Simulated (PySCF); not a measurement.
# C4H13BN2: a tour of settings

Aim: see how C4H13BN2 (`CCCNBNC`) answers to the choice of functional, basis, grid and SCF options.

The runs use PySCF 2.14.0, with density-fitted response routines of our own; the level of theory stands in each step. All values are computed, except where a source is named. Atoms count from 0, in the outputs and in this text.

2 further runs of the same task are left out: 2 set aside as unsound or not needed.

## Step 1: Starting geometry

20 atoms, charge 0, multiplicity 1; geometry from: GFN2-xTB.

Bonds of the start (Å): C0–C1 1.52, C1–C2 1.54, C2–N3 1.44, N3–B4 1.40, B4–N5 1.40, N5–C6 1.44, C0–H7 1.09, C0–H8 1.09, C0–H9 1.09, C1–H10 1.09, C1–H11 1.09, C2–H12 1.09, C2–H13 1.10, N3–H14 1.01, B4–H15 1.17, N5–H16 1.01, C6–H17 1.09, C6–H18 1.10, C6–H19 1.10.

## Step 2: NMR shieldings: X3LYP/pcSseg-1

Job settings and geometry (Å):

```
{"job": {"kind": "nmr", "xc": "X3LYP", "basis": "pcSseg-1", "pop": false, "scf": {"conv": 1e-08}}, "charge": 0, "multiplicity": 1}
C     -2.777118     0.737390    -0.785179
C     -2.168223    -0.654805    -0.662245
C     -1.263990    -0.799483     0.572494
N     -0.083767     0.024441     0.511059
B      1.221611    -0.392341     0.209201
N      2.255259     0.550734     0.108615
C      3.648434     0.291981    -0.150752
H     -3.446600     0.784890    -1.641072
H     -2.000938     1.486691    -0.922886
H     -3.345907     0.986368     0.108770
H     -2.967735    -1.395800    -0.593896
H     -1.576243    -0.873704    -1.553031
H     -0.940749    -1.839830     0.651946
H     -1.846581    -0.552187     1.470833
H     -0.287777     1.005842     0.621371
H      1.452890    -1.531330     0.054352
H      2.063340     1.531119     0.250782
H      3.788776    -0.775598    -0.303206
H      4.278918     0.607654     0.688779
H      3.991250     0.818647    -1.048667
```

Level: GIAO X3LYP/pcSseg-1 NMR shielding, non-relativistic, gas phase.

Command:

```sh
$ OMP_NUM_THREADS=1 python probes_run.py task.json out
```

The driver reads the jobs from task.json and runs them one after another.

Standard output:

```text
final grid: 147864 points
cycle   1  E = -294.4249190345  dE =  5.790e-01  |g| = 5.582e-01  |ddm| = 3.672e+00
cycle   2  E = -294.3941623137  dE =  3.076e-02  |g| = 6.839e-01  |ddm| = 1.092e+00
cycle   3  E = -294.5038674792  dE = -1.097e-01  |g| = 7.206e-02  |ddm| = 6.194e-01
cycle   4  E = -294.5048575944  dE = -9.901e-04  |g| = 2.557e-02  |ddm| = 6.664e-02
cycle   5  E = -294.5049951612  dE = -1.376e-04  |g| = 6.821e-03  |ddm| = 2.063e-02
cycle   6  E = -294.5050045329  dE = -9.372e-06  |g| = 2.224e-03  |ddm| = 6.532e-03
cycle   7  E = -294.5050056189  dE = -1.086e-06  |g| = 5.698e-04  |ddm| = 1.956e-03
cycle   8  E = -294.5050056837  dE = -6.480e-08  |g| = 1.337e-04  |ddm| = 4.503e-04
cycle   9  E = -294.5050056878  dE = -4.057e-09  |g| = 2.520e-05  |ddm| = 1.243e-04
converged SCF energy = -294.5050056878

GIAO shielding tensors (ppm)
atom      isotropic    diamagn.    paramagn.     s11        s22        s33       span
  0 C      168.758     246.457     -77.699    152.643    170.992    182.638     29.995
  1 C      147.701     247.746    -100.045    131.771    146.246    165.085     33.315
  2 C      129.049     242.798    -113.749    110.433    129.172    147.542     37.109
  3 N      172.605     325.480    -152.875    102.404    192.463    222.948    120.544
  4 B       73.016     200.106    -127.090     43.960     78.529     96.557     52.597
  5 N      184.095     325.398    -141.303    121.384    197.429    233.473    112.089
  6 C      145.612     238.108     -92.497    123.447    131.266    182.123     58.676
  7 H       30.636      27.794       2.842     26.300     27.963     37.645     11.345
  8 H       30.623      32.547      -1.925     25.910     30.789     35.170      9.260
  9 H       31.297      29.612       1.684     27.769     28.769     37.353      9.585
 10 H       30.408      29.664       0.744     25.529     29.258     36.438     10.909
 11 H       30.584      32.535      -1.950     26.909     29.801     35.043      8.134
 12 H       28.489      31.530      -3.041     23.640     29.046     32.780      9.139
 13 H       29.035      30.894      -1.859     23.975     28.651     34.479     10.505
 14 H       29.317      38.024      -8.707     22.298     32.031     33.623     11.325
 15 H       27.864      34.760      -6.895     26.282     27.230     30.081      3.800
 16 H       30.040      36.492      -6.451     22.246     32.018     35.856     13.611
 17 H       28.848      27.851       0.997     25.464     27.686     33.393      7.929
 18 H       28.775      25.718       3.058     23.740     26.967     35.620     11.880
 19 H       28.790      26.715       2.075     23.803     27.064     35.504     11.700
```

It took 69 s on 1 thread, shared host.

Shifts follow as δ = σ(reference) − σ, with reference shieldings (ppm) from runs at the same level and on the same kind of geometry: 1H TMS 31.81, 13C TMS 182.2, 15N NH3 266.7, 11B BF3·OEt2 97.5. The references are single molecules in the gas phase, so shifts against H2O, NH3, PH3, H3PO4 or CFCl3 are not on the usual liquid scales and can be off by tens of ppm. Atoms listed in one row are averaged.

```csv
atoms,environment,σ (ppm),δ (ppm)
C2,sp3 CH2 bonded to N,129.0,53.1
C6,methyl carbon bonded to N,145.6,36.6
C1,sp3 CH2,147.7,34.5
C0,methyl carbon,168.8,13.4
H15,hydrogen on a boron bonded to 2 N,27.86,3.95
"H12, H13",hydrogen on an sp3 CH2 bonded to N,28.76,3.05
"H17, H18, H19",hydrogen on a methyl carbon bonded to N,28.80,3.01
H14,"hydrogen on a nitrogen bonded to C, B",29.32,2.49
H16,"hydrogen on a nitrogen bonded to C, B",30.04,1.77
"H10, H11",hydrogen on an sp3 CH2,30.50,1.31
"H7, H8, H9",hydrogen on a methyl carbon,30.85,0.96
N3,"nitrogen bonded to C, B, H",172.6,94.1
N5,"nitrogen bonded to C, B, H",184.1,82.6
B4,"boron bonded to 2 N, H",73.0,24.5
```

## Step 3: TDDFT and polarisability: PBE0/def2-SVPD

The job, as its differences from that of step 2:

```diff
@@ -1,2 +1,2 @@
-{"job": {"kind": "nmr", "xc": "X3LYP", "basis": "pcSseg-1", "pop": false, "scf": {"conv": 1e-08}}, "charge": 0, "multiplicity": 1}
+{"job": {"kind": "uv", "xc": "PBE0", "basis": "def2-SVPD", "nstates": 25, "ntriplets": 5, "tda": false}, "charge": 0, "multiplicity": 1}
 C     -2.777118     0.737390    -0.785179
```

Method: TDDFT PBE0/def2-SVPD, vertical, gas phase, core orbitals frozen in the response.

Standard output:

```text
coarse grid: 15616 points
cycle   1  E = -294.0276923373  dE =  5.373e-01  |g| = 4.835e-01  |ddm| = 6.370e+00
cycle   2  E = -294.0139865615  dE =  1.371e-02  |g| = 5.603e-01  |ddm| = 1.765e+00
cycle   3  E = -294.0902075823  dE = -7.622e-02  |g| = 5.964e-02  |ddm| = 8.716e-01
cycle   4  E = -294.0908814476  dE = -6.739e-04  |g| = 2.398e-02  |ddm| = 1.079e-01
cycle   5  E = -294.0910114523  dE = -1.300e-04  |g| = 4.813e-03  |ddm| = 4.434e-02
cycle   6  E = -294.0910162944  dE = -4.842e-06  |g| = 1.633e-03  |ddm| = 1.314e-02
final grid: 147864 points
cycle   7  E = -294.1265958635  dE = -5.047e-05  |g| = 9.860e-03  |ddm| = 1.616e-01
cycle   8  E = -294.1265855823  dE =  1.028e-05  |g| = 1.194e-02  |ddm| = 2.929e-02
cycle   9  E = -294.1266204254  dE = -3.484e-05  |g| = 9.078e-04  |ddm| = 1.404e-02
cycle  10  E = -294.1266205982  dE = -1.728e-07  |g| = 2.543e-04  |ddm| = 1.452e-03
cycle  11  E = -294.1266206108  dE = -1.260e-08  |g| = 9.209e-05  |ddm| = 4.524e-04
cycle  12  E = -294.1266206127  dE = -1.859e-09  |g| = 2.630e-05  |ddm| = 1.592e-04
cycle  13  E = -294.1266206128  dE = -1.504e-10  |g| = 6.578e-06  |ddm| = 6.123e-05
converged SCF energy = -294.1266206128

Static polarisability (au): isotropic 83.067, principal 68.359 75.805 105.036

Singlet excitations
state   eV       nm        f      main configurations
  1   5.5362    224.0   0.00303   H->L 0.93
  2   6.1800    200.6   0.02073   H->L+1 0.91
  3   6.3543    195.1   0.02744   H->L+2 0.92
  4   6.6720    185.8   0.20974   H->L+3 0.89
  5   6.9556    178.3   0.00756   H->L+4 0.88
  6   7.0349    176.2   0.00042   H->L+5 0.93
  7   7.2003    172.2   0.02270   H->L+6 0.81
  8   7.5326    164.6   0.02842   H-1->L 0.76, H->L+6 0.11
  9   7.7047    160.9   0.01083   H->L+7 0.82, H-1->L 0.11
 10   7.8612    157.7   0.00771   H->L+8 0.93
 11   8.0377    154.3   0.10295   H->L+9 0.58, H->L+10 0.31
 12   8.1309    152.5   0.00163   H->L+10 0.55, H->L+9 0.19, H-1->L+2 0.11
 13   8.1503    152.1   0.00488   H-1->L+1 0.83
 14   8.3047    149.3   0.01180   H-1->L+2 0.76, H->L+9 0.12
 15   8.4431    146.8   0.01408   H->L+11 0.80
 16   8.4947    146.0   0.03075   H-1->L+3 0.75, H->L+12 0.14
 17   8.5892    144.3   0.01204   H->L+12 0.73, H-1->L+3 0.10
 18   8.8304    140.4   0.00271   H-1->L+4 0.45, H->L+13 0.42
 19   8.8856    139.5   0.01179   H-2->L 0.79
 20   8.8942    139.4   0.01221   H->L+13 0.45, H-1->L+4 0.42
 21   8.9808    138.1   0.02425   H-3->L 0.60, H-1->L+5 0.20
 22   9.0112    137.6   0.02339   H-1->L+5 0.69, H-3->L 0.11, H-4->L 0.09
 23   9.1463    135.6   0.00460   H-1->L+6 0.74, H->L+14 0.09
 24   9.1946    134.8   0.02845   H-4->L 0.60, H-3->L 0.13
 25   9.2753    133.7   0.00355   H->L+14 0.50, H-2->L+3 0.12, H-3->L+3 0.10

Triplet excitations (Tamm-Dancoff, eV): 5.4044 5.6357 6.0747 6.2772 6.8642
```

It took 2.9 min on 1 thread, shared host.

Frontier orbitals and where they lie:

```csv
orbital,eV,atoms
HOMO−3,-9.41,"B4 16 %, C1 15 %, H15 15 %"
HOMO−2,-9.31,"C2 16 %, C1 15 %, C0 13 %"
HOMO−1,-8.02,"N5 25 %, N3 22 %, B4 16 %"
HOMO,-6.13,"N5 33 %, N3 32 %, C6 6 %"
LUMO,0.61,"B4 28 %, C0 10 %, H14 10 %"
LUMO+1,1.07,"C6 20 %, C0 12 %, H19 7 %"
LUMO+2,1.28,"B4 12 %, H12 12 %, H14 10 %"
```

With each of the 25 states as a Gaussian band of 0.4 eV half-width at 1/e, the curve within the window shown has maxima at 186 nm (ε 9,600), 153 nm (ε 6,100), 139 nm (ε 4,700) L/(mol cm). Beyond the last state computed it falls off for lack of states. The curve at chosen wavelengths:

```csv
nm,ε (L/mol/cm)
129,901
134,3520
139,4720
144,4645
148,5378
153,6126
158,4993
163,3387
168,2819
173,3822
177,5910
182,8787
187,9566
192,7784
197,5110
202,2930
206,1767
211,897
216,458
221,258
226,167
231,115
235,83
240,51
245,28
250,14
```

Further results of this job:

```csv
property,computed
dipole moment (D),1.30
polarisability (Å³),12.31
HOMO–LUMO gap (eV),6.74
−ε(HOMO) (eV),6.13
```

## Step 4: NMR shieldings: revPBE/pcSseg-1

The job, as its differences from that of step 3:

```diff
@@ -1,2 +1,2 @@
-{"job": {"kind": "uv", "xc": "PBE0", "basis": "def2-SVPD", "nstates": 25, "ntriplets": 5, "tda": false}, "charge": 0, "multiplicity": 1}
+{"job": {"kind": "nmr", "xc": "revPBE", "basis": "pcSseg-1", "pop": true, "scf": {"aux": "def2-universal-jkfit"}}, "charge": 0, "multiplicity": 1}
 C     -2.777118     0.737390    -0.785179
```

Method: GIAO revPBE/pcSseg-1 NMR shielding, non-relativistic, gas phase.

Standard output:

```text
final grid: 147864 points
cycle   1  E = -294.4235114154  dE =  4.120e-01  |g| = 6.658e-01  |ddm| = 3.725e+00
cycle   2  E = -294.2756125292  dE =  1.479e-01  |g| = 1.027e+00  |ddm| = 1.713e+00
cycle   3  E = -294.5416463596  dE = -2.660e-01  |g| = 1.180e-01  |ddm| = 1.113e+00
cycle   4  E = -294.5446187774  dE = -2.972e-03  |g| = 3.674e-02  |ddm| = 1.144e-01
cycle   5  E = -294.5448908970  dE = -2.721e-04  |g| = 1.162e-02  |ddm| = 3.168e-02
cycle   6  E = -294.5449137200  dE = -2.282e-05  |g| = 5.959e-03  |ddm| = 1.287e-02
cycle   7  E = -294.5449213181  dE = -7.598e-06  |g| = 1.529e-03  |ddm| = 4.977e-03
cycle   8  E = -294.5449218396  dE = -5.215e-07  |g| = 3.010e-04  |ddm| = 1.440e-03
cycle   9  E = -294.5449218618  dE = -2.227e-08  |g| = 7.851e-05  |ddm| = 3.711e-04
cycle  10  E = -294.5449218634  dE = -1.555e-09  |g| = 2.467e-05  |ddm| = 1.102e-04
cycle  11  E = -294.5449218635  dE = -1.063e-10  |g| = 1.281e-05  |ddm| = 2.826e-05
converged SCF energy = -294.5449218635

GIAO shielding tensors (ppm)
atom      isotropic    diamagn.    paramagn.     s11        s22        s33       span
  0 C      169.245     247.108     -77.863    153.299    171.268    183.167     29.867
  1 C      148.718     248.476     -99.758    134.129    146.629    165.397     31.268
  2 C      129.416     243.746    -114.330    109.807    129.684    148.755     38.948
  3 N      170.162     324.759    -154.597    101.102    189.797    219.586    118.483
  4 B       75.314     201.532    -126.217     46.947     81.473     97.523     50.575
  5 N      180.561     324.952    -144.390    119.207    194.728    227.749    108.542
  6 C      145.573     239.128     -93.554    122.811    131.434    182.475     59.664
  7 H       30.616      27.882       2.734     26.352     28.001     37.494     11.142
  8 H       30.589      32.555      -1.966     25.964     30.750     35.053      9.089
  9 H       31.287      29.673       1.614     27.834     28.762     37.264      9.429
 10 H       30.303      29.785       0.518     25.480     29.191     36.239     10.758
 11 H       30.522      32.581      -2.059     26.847     29.769     34.949      8.102
 12 H       28.369      31.612      -3.243     23.577     28.977     32.553      8.975
 13 H       28.903      30.932      -2.029     23.843     28.570     34.296     10.454
 14 H       29.125      38.054      -8.929     22.380     31.815     33.180     10.800
 15 H       27.748      34.746      -6.999     26.266     26.988     29.988      3.722
 16 H       29.883      36.558      -6.675     22.410     31.785     35.455     13.045
 17 H       28.790      27.946       0.844     25.530     27.614     33.226      7.695
 18 H       28.679      25.679       3.000     23.706     26.849     35.480     11.774
 19 H       28.697      26.730       1.967     23.774     26.949     35.368     11.594
```

It took 98 s on 1 thread, shared host.

This run: δ C2 53.3, C6 37.1, C1 34.0, C0 13.5, H15 4.02, H12 3.13 ppm (means over like atoms).

## Step 5: Run by run: NMR shifts

Shifts (ppm) of some atoms, chosen among heavy atoms and hydrogens apart, with basis size and wall time:

```csv
run,C6,C1,H14,H16,N3,N5,B4,functions,time
X3LYP/pcSseg-1,36.6,34.5,2.49,1.77,94.1,82.6,24.5,184,69 s
revPBE/pcSseg-1,37.1,34.0,2.64,1.88,95.2,84.8,20.2,184,98 s
```

## Step 6: What came out

```
                                                               quantity                                         value
                                13C shifts against TMS (X3LYP/pcSseg-1)                    53.1, 36.6, 34.5, 13.4 ppm
1H shifts against TMS (X3LYP/pcSseg-1, means over atoms taken as alike)  3.95, 3.05, 3.01, 2.49, 1.77, 1.31, 0.96 ppm
                                15N shifts against NH3 (X3LYP/pcSseg-1)                                94.1, 82.6 ppm
                           11B shifts against BF3·OEt2 (X3LYP/pcSseg-1)                                      24.5 ppm
                                        lowest singlet (PBE0/def2-SVPD)                   5.54 eV (224 nm), f = 0.003
                               brightest single state of those computed                   state 4, 6.67 eV, f = 0.210
                                                         lowest triplet                                       5.40 eV
                                               range of the shift of B4                              20.2 to 24.5 ppm
```

What this shows: Single values in the summary come from the first run of each kind that ended normally (X3LYP/pcSseg-1; PBE0/def2-SVPD), which need not be the best level. C2 (sp3 CH2 bonded to N) lies farthest downfield among carbon, at 53.1 ppm; deshielded by the electronegative neighbour. At X3LYP/pcSseg-1: Shielding is most anisotropic at N3 (span 121 ppm, paramagnetic term -153 ppm). The lowest singlet, at 5.54 eV, is HOMO→LUMO 0.93 and is weak; of the 25 states computed, the strongest absorption comes from state 4 at 6.67 eV. The lowest triplet lies 0.13 eV below the lowest singlet (triplets in Tamm-Dancoff, singlets in full TDDFT). States above −ε(HOMO) lie where TDDFT describes them poorly and they hang on the basis; the brightest is among them. In ppm, B4 moves most: its shift spreads over 4.3 ppm, from 20.2 (revPBE/pcSseg-1) to 24.5 (X3LYP/pcSseg-1). Part of that comes from the computed reference.
